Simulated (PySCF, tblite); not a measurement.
**C4H9NOSi2: geometry, infrared bands and NMR shifts**

What infrared bands and NMR shifts should C4H9NOSi2 (`C=C[SiH2][C@@H](C#N)O[SiH3]`) show?

Computed with tblite 0.8.0 and PySCF 2.14.0, with density-fitted response routines of our own, on a single molecule in the gas phase. Atoms count from 0, in the outputs and in this text.

## 1. The molecule as given

17 atoms, charge 0, multiplicity 1; geometry from: force field or distance geometry start.

Bonds of the start (Å): C0–C1 1.34, C1–Si2 1.85, Si2–C3 1.82, C3–C4 1.48, C4–N5 1.16, C3–O6 1.36, O6–Si7 1.69, C0–H8 1.08, C0–H9 1.07, C1–H10 1.07, Si2–H11 1.47, Si2–H12 1.47, C3–H13 1.11, Si7–H14 1.47, Si7–H15 1.47, Si7–H16 1.47.

## 2. Geometry optimisation with GFN2-xTB

The job: settings as JSON, then the geometry in Å.

```
{"job": {"kind": "relax", "xc": "GFN2-xTB", "basis": "xTB"}, "charge": 0, "multiplicity": 1}
C     -2.680300    -0.135400     0.469100
C     -2.236300    -0.899600    -0.542800
Si    -0.630800    -0.378600    -1.306100
C      0.536600    -0.120100     0.070000
C      0.325800    -1.215900     1.045700
N      0.155600    -2.069800     1.817800
O      1.864800    -0.085700    -0.225900
Si     2.760200     1.272000     0.230300
H     -3.608800    -0.388500     0.968600
H     -2.126300     0.727800     0.766300
H     -2.781800    -1.769800    -0.843600
H     -0.145300    -1.476200    -2.159200
H     -0.974500     0.836300    -2.052100
H      0.254100     0.814200     0.605600
H      2.535600     2.461700    -0.605700
H      4.183800     0.918100     0.082800
H      2.560400     1.521400     1.669300
```

Started as:

```console
OMP_NUM_THREADS=1 python probes_run.py task.json out
```

This one command runs all jobs of the session in turn.

**Question.** This job is followed by: GFN2-xTB harmonic vibrations, gas phase; GIAO PBE0/pcSseg-1 NMR shielding, non-relativistic, gas phase. Predict these results of the whole session: strongest single infrared mode (GFN2-xTB); zero-point energy (GFN2-xTB); 13C shifts against TMS (PBE0/pcSseg-1); 1H shifts against TMS (PBE0/pcSseg-1, means over atoms taken as alike); 29Si shifts against TMS (PBE0/pcSseg-1); 15N shifts against NH3 (PBE0/pcSseg-1); 17O shifts against H2O (PBE0/pcSseg-1); surface potential, 1st and 99th percentile.

As calculated:

| quantity | value |
| --- | --- |
| strongest single infrared mode (GFN2-xTB) | 807 cm⁻¹, 468 km/mol |
| zero-point energy (GFN2-xTB) | 69.9 kcal/mol |
| 13C shifts against TMS (PBE0/pcSseg-1) | 146.7, 135.9, 123.5, 51.0 ppm |
| 1H shifts against TMS (PBE0/pcSseg-1, means over atoms taken as alike) | 6.64, 6.60, 6.26, 4.98, 4.70, 4.49, 4.23 ppm |
| 29Si shifts against TMS (PBE0/pcSseg-1) | -32.8, -40.7 ppm |
| 15N shifts against NH3 (PBE0/pcSseg-1) | 319.6 ppm |
| 17O shifts against H2O (PBE0/pcSseg-1) | -2.5 ppm |
| surface potential, 1st and 99th percentile | -1.64 V and 1.62 V |

**Reading.** Relaxing lowered the energy by 0.712 eV in 189 steps; the close pair that moved most is Si2–C3, from 1.823 to 1.931 Å. No mode is imaginary among the 45: a minimum at this level. The strongest single mode, at 807 cm⁻¹, has its largest shares on Si7, H15, H16 and H14 (the list is cut at 4 atoms). Unscaled tight-binding wavenumbers are off by several per cent, some by more. Its intensities can rank the bands wrongly. C0 (terminal =CH2 carbon) lies farthest downfield among carbon, at 146.7 ppm; as expected for a trigonal carbon in a double bond. At PBE0/pcSseg-1: The largest span, 460 ppm, is at N5, where the paramagnetic term is -393 ppm. At PBE0/pcSseg-1, counted by nearest atom on the grid, the HOMO lies on C0, C1 about 32 % each, the LUMO on C0, C1 about 23 % each; H8, H9, H10 about 6 % each.
